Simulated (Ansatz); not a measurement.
**GaP: the crystal squeezed far**

The task here is to estimate one member of a computed series from the others.

Computed with Ansatz 0.2.0 (DFT, PBE, PAW with Ansatz's default frozen-core files, scalar-relativistic, unless a step's input says otherwise).

## Starting point

The structure is cubic, space group F-43m (No. 216). Conventional cell: a = 5.421 Å, b = 5.421 Å, c = 5.421 Å, α = 90.00°, β = 90.00°, γ = 90.00°. Ga (site symmetry -43m) is surrounded by 4 P at 2.35 Å. P (site symmetry -43m) is surrounded by 4 Ga at 2.35 Å.

Structure file:

```
CELL_PARAMETERS angstrom
0.00000 2.71033 2.71033
2.71033 0.00000 2.71033
2.71033 2.71033 0.00000
ATOMIC_POSITIONS crystal
Ga 0.00000 0.00000 0.00000
P 0.25000 0.25000 0.25000
```

Whether this phase is the stable one at these pressures isn't tested.

Atoms are numbered in the order of the input: Ga1, P2.

Set-up of the first run:

The input, input.yaml:

```yaml
crystal:
  lattice:
    - [0.0, 2.7103316823, 2.7103316823]
    - [2.7103316823, 0.0, 2.7103316823]
    - [2.7103316823, 2.7103316823, 0.0]
  atoms:
    - { symbol: Ga, position: [0.0, 0.0, 0.0] }
    - { symbol: P, position: [0.25, 0.25, 0.25] }
kpoints:
  mp_grid: { grid: [12, 12, 12] }
scf:
  occupations: { method: fermi_dirac, width: 0.1 }
hamiltonian:
  xc: pbe
  pseudopotentials: { kind: paw }
output:
  forces: true
  stress: true
relax:
  f_tol: 0.005
  max_steps: 40
  cell: {}
```

Started as:

```console
$ ansatz run input.yaml --threads 1 --pin off --max-ram 2048MiB --backend cpu --events-out ev --progress --plain --runs-dir out
```

Steps of the session up to this table: Cell relaxed at zero pressure, PAW; Volume scaled by 1, PAW; Volume scaled by 0.94, PAW; Volume scaled by 0.94, PAW (cutoff 800 eV); Volume scaled by 0.88, PAW; Volume scaled by 0.88, PAW (cutoff 300 eV); Volume scaled by 0.8, PAW; Volume scaled by 0.8, PAW (cutoff 800 eV); Volume scaled by 0.72, PAW; Volume scaled by 0.64, PAW; Volume scaled by 0.55, PAW; Volume scaled by 0.55, PAW (cutoff 250 eV).

One of the session's tables, all rows but one given; the rest of the session is left out.

```
             method  volume over the first  volume (Å³/atom)  pressure (GPa)  gap on the k mesh (eV)
                PAW                      1                 ?               ?                       ?
                PAW                   0.94            19.613            5.47                    1.54
                PAW                   0.88            18.361           13.07                    1.40
                PAW                    0.8            16.692           28.05                    1.17
                PAW                   0.72            15.023           51.68                    0.85
                PAW                   0.64            13.354           89.80                    0.44
                PAW                   0.55            11.476          163.94                    none
PAW (cutoff 250 eV)                   0.55            11.476          169.74                    none
PAW (cutoff 300 eV)                   0.88            18.361           13.22                    1.40
PAW (cutoff 800 eV)                   0.94            19.613            5.47                    1.54
PAW (cutoff 800 eV)                    0.8            16.692           28.05                    1.17
```

**Question.** Estimate the row for PAW, 1.

The run gave: volume (Å³/atom): 20.865; pressure (GPa): 0.01; gap on the k mesh (eV): 1.58. In the column «volume (Å³/atom)» it is the highest.

Caveats from the session: The gap goes from 1.58 to none: pressure closes it at this level, in a cell held to this structure, which the real crystal may leave first. Warnings in the runs' records: cutoff below recommended.
